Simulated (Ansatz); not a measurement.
Write a Python script for the Ansatz DFT code, driven from Python that makes a single point from a YAML input of Rb₂AgBiBr₆, space group Fm-3m. Use: PBEsol, norm-conserving potentials, cutoff 422 eV, 3×3×3 k-points, fixed occupations.

```yaml
crystal:
  lattice:
    - [0.00000, 5.70803, 5.70803]
    - [5.70803, 0.00000, 5.70803]
    - [5.70803, 5.70803, 0.00000]
  atoms:
    - { symbol: Rb, position: [0.75000, 0.75000, 0.75000] }
    - { symbol: Rb, position: [0.25000, 0.25000, 0.25000] }
    - { symbol: Ag, position: [0.50000, 0.50000, 0.50000] }
    - { symbol: Bi, position: [0.00000, 0.00000, 0.00000] }
    - { symbol: Br, position: [0.74843, 0.25157, 0.25157] }
    - { symbol: Br, position: [0.25157, 0.25157, 0.74843] }
    - { symbol: Br, position: [0.25157, 0.74843, 0.74843] }
    - { symbol: Br, position: [0.25157, 0.74843, 0.25157] }
    - { symbol: Br, position: [0.74843, 0.25157, 0.74843] }
    - { symbol: Br, position: [0.74843, 0.74843, 0.25157] }
```

`yaml_run.py`:
```python
"""Rb2AgBiBr6 from YAML text."""

import json

import ansatz
import numpy as np

INPUT = """
crystal:
  lattice:
    - [0.0, 5.708025, 5.708025]
    - [5.708025, 0.0, 5.708025]
    - [5.708025, 5.708025, 0.0]
  atoms:
    - { symbol: Rb, position: [0.75, 0.75, 0.75] }
    - { symbol: Rb, position: [0.25, 0.25, 0.25] }
    - { symbol: Ag, position: [0.5, 0.5, 0.5] }
    - { symbol: Bi, position: [0.0, 0.0, 0.0] }
    - { symbol: Br, position: [0.748433, 0.251567, 0.251567] }
    - { symbol: Br, position: [0.251567, 0.251567, 0.748433] }
    - { symbol: Br, position: [0.251567, 0.748433, 0.748433] }
    - { symbol: Br, position: [0.251567, 0.748433, 0.251567] }
    - { symbol: Br, position: [0.748433, 0.251567, 0.748433] }
    - { symbol: Br, position: [0.748433, 0.748433, 0.251567] }
kpoints:
  mp_grid: { grid: [3, 3, 3] }
hamiltonian:
  xc: pbesol
  pseudopotentials: { kind: nc, accuracy: standard }
scf:
  occupations: { method: fixed }
basis:
  ecutwfc: "31 Ry"
output:
  forces: true
accuracy: low
"""

result = ansatz.Session.from_yaml(INPUT).plan(threads=1).execute()
r = result.report

print(f"free energy      {r['free_energy_ev']:.5f} eV")
print(f"per atom         {r['free_energy_ev'] / len(result.lattice.sites):.5f} eV")
print(f"SCF iterations   {r['n_iterations']}  (converged: {r['converged']})")

# forces, one row an atom
forces = np.array(r["forces_ev_ang"])
norms = np.linalg.norm(forces, axis=1)
print("largest force {:.4f} eV/A on atom {}".format(norms.max(), norms.argmax()))
print(np.array2string(forces, precision=4, suppress_small=True))

print("doubts on the final state:", r["published_state_doubts"] or "none")
print("warnings:", sorted({n["data"]["kind"] for n in result.notices if n["data"].get("severity") in ("warning", "doubt")}) or "none")

keep = ["free_energy_ev", "energy_sigma0_ev", "fermi_energy_ev", "n_iterations", "converged", "magnetization_mub", "n_kpoints"]
with open("rb2agbibr6.json", "w") as handle:
    json.dump({key: r[key] for key in keep}, handle, indent=1)
```

Running `python yaml_run.py` prints:
```text
DeckWarning: basis.ecutwfc = 421.77648681281397 eV is below the records' recommended 1115.666836 eV, and the density's cutoff is lower with it unless basis.ecutrho_ratio is high enough to keep the records' density cutoff: compare with a run at a higher cutoff
free energy      -10442.22578 eV
per atom         -1044.22258 eV
SCF iterations   9  (converged: True)
largest force 0.1175 eV/A on atom 7
[[ 0.      0.     -0.    ]
 [ 0.      0.      0.    ]
 [ 0.     -0.     -0.    ]
 [ 0.     -0.      0.    ]
 [ 0.1175  0.     -0.    ]
 [ 0.      0.      0.1175]
 [-0.1175  0.      0.    ]
 [-0.      0.1175  0.    ]
 [-0.     -0.1175 -0.    ]
 [-0.      0.     -0.1175]]
doubts on the final state: none
warnings: none
```
(Warnings from the package without file and line.)

It writes `rb2agbibr6.json`:
```json
{
 "free_energy_ev": -10442.225784322916,
 "energy_sigma0_ev": -10442.225784322916,
 "fermi_energy_ev": 2.8971899198362308,
 "n_iterations": 9,
 "converged": true,
 "magnetization_mub": 0.0,
 "n_kpoints": 4
}
```

These settings explore the input space; cutoff and mesh may be short of convergence. The cutoff lies under the one recommended for these potentials. Spin-orbit coupling, which matters for elements this heavy, is left out. The structure comes from a database of computed cells and needn't be a stable or known phase. Run time: 7.8 s on 1 thread of Arm Neoverse V1, with other jobs on the host, peak memory 0.55 GiB.

(Lines on the test bed's own set-up are left out of the output.)
